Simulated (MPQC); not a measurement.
# B3LYP/3-21G run of SnClF (SMILES [F][Sn][Cl])

Aim: the vertical electron affinity of SnClF at B3LYP/3-21G, from 2 runs. 

The calculation is run with MPQC 2.3.1.

2 further runs of the same task are left out: 1 that didn't finish, 1 set aside as unsound or not needed.

**1. Starting point**

SnClF has 3 atoms, charge 0, and is taken as a singlet. SMILES: `[F][Sn][Cl]`. The shape is that of a PBE0-D4/def2-TZVP optimisation.

Bond lengths: F1–Sn2 1.935 Å, Sn2–Cl3 2.360 Å. Angles: F1–Sn2–Cl3 96.9°.

**2. A single-point energy at B3LYP/3-21G**

File job.in:

```
% ClFSn
molecule<Molecule>: (
   symmetry = auto
   unit = bohr
   { atoms geometry } = {
      F  [ -2.62596342   0.42159790  -1.40671213 ]
      Sn [ 0.31048200   1.69716303   0.36037077 ]
      Cl [ 2.29469443  -2.24121518   1.02139697 ]
   }
)
basis<GaussianBasisSet>: (
   name = "3-21G"
   molecule = $:molecule
   basisdir = "."
   puream = yes
)
mpqc: (
   checkpoint = no
   savestate = no
   restart = no
   do_energy = yes
   do_gradient = no
   optimize = no
   mole<CLKS>: (
      molecule = $:molecule
      basis = $:basis
      total_charge = 0
      memory = 1000000000
      print_evals = yes
      maxiter = 60
      functional<StdDenFunctional>: ( name = "B3LYP" )
      integrator<RadialAngularIntegrator>: ( grid = medium )
   )
)
```

The basis set 3-21G is read from a file made from the Basis Set Exchange's data (not shown).

Command:

```bash
$ mpqc job.in > job.out
```

The log of the run:

```text
MPQC: Massively Parallel Quantum Chemistry
[...]
  CLSCF::init: total charge = 0
[...]
  nbasis = 53
[...]
  WARNING: BeckeIntegrationWeight usually uses the atomic maximum
           probability radius, however this is not available for
[...]
  Integrated electron density error = -0.003965930193
  iter     1 energy = -6548.2981034599 delta = 3.57236e-01
[...]
  Integrated electron density error = 0.000269059091
  iter    12 energy = -6556.2312943406 delta = 5.06561e-05
  Integrated electron density error = 0.000269162299
  iter    13 energy = -6556.2312947152 delta = 4.50357e-05
  Integrated electron density error = 0.000269137616
  iter    14 energy = -6556.2312948312 delta = 1.70742e-05
  Integrated electron density error = 0.000269134827
  iter    15 energy = -6556.2312948347 delta = 1.07024e-06
[...]
  LUMO is    11  A" =  -0.112919
  total scf energy = -6556.2312948347
Value of the MolecularEnergy: -6556.2312948347
[...]
        symmetry = cs
[...]
```

Run time: 3.9 s. Hardware: 1 thread of Intel Xeon 6975P-C (Granite Rapids), shared host; peak memory 0.1 GiB.

**3. The doublet anion, same level**

File input.in:

```
molecule<Molecule>: (
  symmetry = auto
  unit = bohr
  { atoms geometry } = {
    F  [ -2.62596342 0.42159790 -1.40671213 ]
    Sn [ 0.31048200 1.69716303 0.36037077 ]
    Cl [ 2.29469443 -2.24121518 1.02139697 ]
  }
)
basis<GaussianBasisSet>: (
  name = "3-21G"
  molecule = $:molecule
  basisdir = "."
  puream = yes
)
mpqc: (
  checkpoint = no
  savestate = no
  restart = no
  do_energy = yes
  do_gradient = no
  optimize = no
  mole<UKS>: (
    molecule = $:molecule
    basis = $:basis
    total_charge = -1
    multiplicity = 2
    memory = 1000000000
    print_evals = yes
    maxiter = 60
    functional<StdDenFunctional>: ( name = "B3LYP" )
    integrator<RadialAngularIntegrator>: ( grid = medium )
  )
)
```

The basis set 3-21G is read from a file made from the Basis Set Exchange's data (not shown).

Command:

```bash
$ mpqc -o input.out input.in
```

The log of the run:

```text
MPQC: Massively Parallel Quantum Chemistry
[...]
  USCF::init: total charge = -1
[...]
  WARNING: BeckeIntegrationWeight usually uses the atomic maximum
           probability radius, however this is not available for
[...]
  Integrated electron density error = -0.003980950176
  iter     1 energy = -6549.8577491212 delta = 3.62566e-01
[...]
  Integrated electron density error = 0.000281699631
  iter    16 energy = -6556.2587160859 delta = 9.75827e-06
  Integrated electron density error = 0.000281705522
  iter    17 energy = -6556.2587160093 delta = 4.90635e-06
  Integrated electron density error = 0.000281707874
  iter    18 energy = -6556.2587159905 delta = 2.39051e-06
  Integrated electron density error = 0.000281709102
  iter    19 energy = -6556.2587159734 delta = 1.17575e-06
[...]
  <S^2>      = 0.757829
  total scf energy = -6556.2587159734
Value of the MolecularEnergy: -6556.2587159734
[...]
        symmetry = cs
[...]
        nbasis = 53
[...]
      nalpha = 39
      nbeta = 38
[...]
```

Run time: 7.8 s. Hardware: 1 thread of Intel Xeon 6975P-C (Granite Rapids), shared host; peak memory 0.11 GiB.

**4. Outcome**

At B3LYP/3-21G:

| quantity | value |
| --- | --- |
| singlet SnClF: total energy | -6556.23129 Eh |
| singlet SnClF: HOMO energy | -7.64 eV |
| singlet SnClF: LUMO energy | -3.07 eV |
| singlet SnClF: HOMO–LUMO gap | 4.56 eV |
| doublet anion: total energy | -6556.25872 Eh |
| doublet anion: ⟨S²⟩ | 0.758 |
| vertical electron affinity (to the doublet anion) | 0.746 eV |

At fixed nuclei the extra electron is bound by 0.75 eV (17.2 kcal/mol). The basis has no diffuse functions, so the error can be as large as this value. Relativity is left out (singlet SnClF) although the molecule holds a heavy atom. Relativity is left out (doublet anion) although the molecule holds a heavy atom.
